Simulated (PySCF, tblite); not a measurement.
# C₅H₉ClS₂Si: geometry, infrared bands and NMR shifts

Wanted: the infrared bands and NMR shifts of C₅H₉ClS₂Si (`C=CC[Si@@H](Cl)SC(C)=S`), by calculation.

The runs use tblite 0.8.0 and PySCF 2.14.0, with density-fitted response routines of our own; the level of theory stands in each step. All values are computed, except where a source is named. Atoms count from 0, in the outputs and in this text.

### 1 The molecule as given

18 atoms, charge 0, multiplicity 1; geometry from: force field or distance geometry start.

Bonds of the start (Å): C0–C1 1.33, C1–C2 1.52, C2–Si3 1.85, Si3–Cl4 2.05, Si3–S5 2.14, S5–C6 1.76, C6–C7 1.51, C6–S8 1.67, C0–H9 1.09, C0–H10 1.09, C1–H11 1.09, C2–H12 1.09, C2–H13 1.10, Si3–H14 1.49, C7–H15 1.09, C7–H16 1.09, C7–H17 1.10.

### 2 Relaxing the molecule with GFN2-xTB

Job settings and geometry (Å):

```
{"job": {"kind": "relax", "xc": "GFN2-xTB", "basis": "xTB"}, "charge": 0, "multiplicity": 1}
C     -3.801400    -0.320600    -0.225700
C     -2.554400    -0.512500    -0.641900
C     -1.354400     0.256900    -0.114900
Si    -0.065300    -0.734600     0.768100
Cl     0.825000    -2.064300    -0.507700
S      1.435900     0.529600     1.620200
C      2.368000     1.047400     0.221600
C      3.636000     0.271800    -0.045600
S      1.973800     2.391500    -0.680800
H     -4.631400    -0.898300    -0.641000
H     -4.065900     0.423800     0.523600
H     -2.367900    -1.267100    -1.403000
H     -0.908500     0.762400    -0.967600
H     -1.701500     1.057400     0.549900
H     -0.661900    -1.534000     1.879600
H      3.750100     0.103100    -1.113000
H      4.492900     0.835800     0.322800
H      3.622300    -0.714500     0.443900
```

Command:

```sh
> OMP_NUM_THREADS=1 python probes_run.py task.json out
```

One launch serves the whole session: the jobs run in the order shown.

**Question.** This job is followed by: GFN2-xTB harmonic vibrations, gas phase; GIAO PBE0/pcSseg-1 NMR shielding, non-relativistic, gas phase. What will the session give for the following? strongest single infrared mode (GFN2-xTB); zero-point energy (GFN2-xTB); ¹³C shifts against TMS (PBE0/pcSseg-1); ¹H shifts against TMS (PBE0/pcSseg-1, means over atoms taken as alike); ²⁹Si shifts against TMS (PBE0/pcSseg-1); ³⁵Cl shifts against HCl (PBE0/pcSseg-1); ³³S shifts against CS2 (PBE0/pcSseg-1); surface potential, 1st and 99th percentile.

As calculated:

| quantity | value |
| --- | --- |
| strongest single infrared mode (GFN2-xTB) | 2303 cm⁻¹, 164 km/mol |
| zero-point energy (GFN2-xTB) | 78.2 kcal/mol |
| ¹³C shifts against TMS (PBE0/pcSseg-1) | 256.6, 139.4, 123.8, 45.3, 31.7 ppm |
| ¹H shifts against TMS (PBE0/pcSseg-1, means over atoms taken as alike) | 6.22, 5.44, 5.39, 5.23, 3.81, 3.18, 1.83 ppm |
| ²⁹Si shifts against TMS (PBE0/pcSseg-1) | 3.3 ppm |
| ³⁵Cl shifts against HCl (PBE0/pcSseg-1) | -21 ppm |
| ³³S shifts against CS2 (PBE0/pcSseg-1) | 862, 266 ppm |
| surface potential, 1st and 99th percentile | -0.83 V and 1.01 V |

Relaxing lowered the energy by 0.480 eV in 171 steps; the close pair that moved most is Si3–S5, from 2.140 to 2.210 Å. All 48 modes are real, so the xTB geometry is a minimum. The strongest single mode, at 2303 cm⁻¹, moves mainly H14. GFN2-xTB is a fitted tight-binding method: band positions and strengths are rough. Its intensities can rank the bands wrongly. C6 (thiocarbonyl carbon) lies farthest downfield among carbon, at 256.6 ppm; the small n→π* gap of C=S deshields it strongly. The most deshielded hydrogen is H11 (hydrogen on an alkene CH), at 6.22 ppm: a vinylic proton, deshielded by the sp2 carbon and the C=C anisotropy. At PBE0/pcSseg-1: The widest tensor belongs to S8: span 1667 ppm, with a paramagnetic part of -1419 ppm. By nearest atom (PBE0/pcSseg-1), the HOMO sits on S8 75 %; S5 8 % and the LUMO on C6 40 %; S8 34 %.
